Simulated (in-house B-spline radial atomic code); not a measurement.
**Pb⁷³⁺: excited configurations**

How much energy does it take to promote electrons of Pb⁷³⁺ to other shells? Each configuration is solved by itself and compared with the reference.

Method: Dirac-Hartree-Fock, average of configuration, Fermi nucleus, basis-set limit. Code: in-house B-spline radial atomic code version 1.

## Step 1: The atom as given

| Property | Result |
| --- | --- |
| element | lead (Z = 82) |
| charge | +73 |
| electrons | 9 |
| configuration | [He] 2s2 2p5 |
| Hamiltonian | Dirac-Coulomb |
| nucleus | Fermi, rms radius 5.501 fm |

Outer shells as boxes (Hund's rule):

[He] 2s2 2p5
```
[He] core
2s [↑↓]
2p [↑↓][↑↓][↑ ]
```

The boxes draw the filling by Hund's rule, which heavy ions in jj coupling don't follow; these runs average over all states of the configuration.

Settings of the run:

```ini
Z = 82
electrons = 9.0
configuration = [He] 2s2 2p5
hamiltonian = dirac
method = hf
spin_polarised = False
nucleus = fermi
rms_radius = 5.5012
mass_number = 208
atomic_mass = 207.976652005
speed_of_light = 137.035999084
```

This reference run was done before. Its total energy is -13190.469236 hartree, and its levels are (the highest eight at most):

| orbital | occupation | energy (eV) | <r> (bohr) |
| --- | --- | --- | --- |
| 1s1/2 | 2 | -96060.9 | 0.01603 |
| 2s1/2 | 2 | -22818.1 | 0.06559 |
| 2p1/2 | 1.66667 | -22314.2 | 0.05372 |
| 2p3/2 | 3.33333 | -20021.0 | 0.06212 |

## Step 2: Configuration [He] 2s2 2p4 4f1

Settings of the run:

```ini
Z = 82
electrons = 9.0
configuration = [He] 2s2 2p4 4f1
hamiltonian = dirac
method = hf
spin_polarised = False
nucleus = fermi
rms_radius = 5.5012
mass_number = 208
atomic_mass = 207.976652005
speed_of_light = 137.035999084
```

## Step 3: [He] 2s1 2p5 6g1

Changes to the settings of step 2:

```diff
@@ -2,3 +2,3 @@
 electrons = 9.0
-configuration = [He] 2s2 2p4 4f1
+configuration = [He] 2s1 2p5 6g1
 hamiltonian = dirac
```

## Step 4: Run with [He] 2s1 2p5 5f1

Changes to the settings of step 3:

```diff
@@ -2,3 +2,3 @@
 electrons = 9.0
-configuration = [He] 2s1 2p5 6g1
+configuration = [He] 2s1 2p5 5f1
 hamiltonian = dirac
```

## Step 5: Run with [He] 2s1 2p5 4d1

Changes to the settings of step 4:

```diff
@@ -2,3 +2,3 @@
 electrons = 9.0
-configuration = [He] 2s1 2p5 5f1
+configuration = [He] 2s1 2p5 4d1
 hamiltonian = dirac
```

## Step 6: Run with [He] 2s2 2p4 5g1

Changes to the settings of step 5:

```diff
@@ -2,3 +2,3 @@
 electrons = 9.0
-configuration = [He] 2s1 2p5 4d1
+configuration = [He] 2s2 2p4 5g1
 hamiltonian = dirac
```

Before running: How far above the reference does each configuration lie (order and size, in eV)?

**Answer**, as computed:

| net move | configuration | energy above the reference (eV) | with Breit, QED, recoil (eV) | largest <r> (bohr) |
| --- | --- | --- | --- | --- |
| 2p → 4f | [He] 2s2 2p4 4f1 | 16088.3 | 16046.0 | 0.241 |
| 2p → 5g | [He] 2s2 2p4 5g1 | 17789.4 | 17746.9 | 0.370 |
| 2s → 4d | [He] 2s1 2p5 4d1 | 18045.9 | 17984.9 | 0.277 |
| 2s → 5f | [He] 2s1 2p5 5f1 | 19809.1 | 19746.7 | 0.421 |
| 2s → 6g | [He] 2s1 2p5 6g1 | 20736.1 | 20673.6 | 0.591 |

Quantum defects of the promoted electron, δ = n − ζ/√(−2ε) with ζ = 74 and ε its orbital energy in hartree:

| promotion | δ |
| --- | --- |
| 2p → 4f | 0.016 |
| 2p → 5g | 0.011 |
| 2s → 4d | 0.048 |
| 2s → 5f | 0.022 |
| 2s → 6g | 0.014 |

**Reading.** The energies run from 16088.3 eV (2p → 4f) to 20736.1 eV (2s → 6g). 1 of them lies more than 2 % above the ionisation threshold that Koopmans' theorem gives (20021.0 eV), where such states can decay by emitting an electron. Of those tabulated, the defect is largest for 4d (0.05) and least for 5g (0.01); at this charge much of the defect is relativistic. These are averages over configurations, without correlation, not spectroscopic levels.
